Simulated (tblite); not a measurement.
# F5H2OSbTe2W: the cost of one run

Programs: tblite 0.8.0 and PySCF 2.14.0. All values are calculated, for the isolated system unless a continuum is named. Atoms count from 0, parts from 1.

## (1) The system as given

12 atoms, charge 0, multiplicity 1; geometry: distance geometry start.

## (2) Relaxing the cluster with GFN2-xTB

What the job is given:

```
{"job": {"kind": "relax", "xc": "GFN2-xTB", "basis": "xTB"}, "charge": 0, "multiplicity": 1}
Te     2.455761     0.907640     2.620303
Sb     1.550987     2.023354     0.288335
Te     0.151286     4.395524     0.538449
O      0.819111     0.688948    -1.138238
W     -0.482968    -0.723018    -0.784404
F     -0.873319     0.082761     0.881654
F      0.459939    -1.993059     0.170973
F      0.222662    -1.523567    -2.324200
F     -1.845497    -2.009658    -0.884653
F     -1.739987     0.464535    -1.506506
H      3.248917     0.137286     3.916659
H     -0.427901     5.965670     0.722973
```

With the program's defaults for keys left out, this is: GFN2-xTB geometry optimisation, gas phase.

Command:

```bash
$ OMP_NUM_THREADS=1 python cluster_run.py task.json out
```

This one command runs all jobs of the session in turn.

Q: Estimate the wall time of this first job on 1 thread of Arm Neoverse V2, shared host.

About 3.8 s.
